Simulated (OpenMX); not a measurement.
# GaGe in OpenMX: the effect of dispersion

Crystal: GaGe.

```xyz
2
Lattice="0.0000 2.8978 2.8978 2.8978 0.0000 2.8978 2.8978 2.8978 0.0000" Properties=species:S:1:pos:R:3 pbc="T T T"
Ge    0.0000    0.0000    0.0000
Ga    1.4489    1.4489    1.4489
```

The cell comes from a database or a generator and needn't be the stable form of this composition.

Alike in all runs:

- Program: OpenMX 3.8.5
- Task: single point
- Functional: PBE
- Potentials or basis: OpenMX 2013 PBE set, Ge7.0-s3p2d2, Ga7.0-s3p2d2, grid cutoff 500 Ry
- k mesh: 7 × 7 × 7
- Occupations: fermi-dirac, width 0.05 eV
- Spin: no spin polarisation

| dispersion | pressure (GPa) |
| --- | --- |
| none | ? |
| D3 | 0.7 |
| D3(BJ) | -0.1 |
| D4 | -0.6 |

Question: What does the run with dispersion none give?

Answer: Pressure 1.6 GPa.

Caveats: the basis of atomic orbitals isn't converged, which shifts pressures, moduli and gaps; pairwise dispersion overbinds metals, which lowers pressure and volume (some runs).
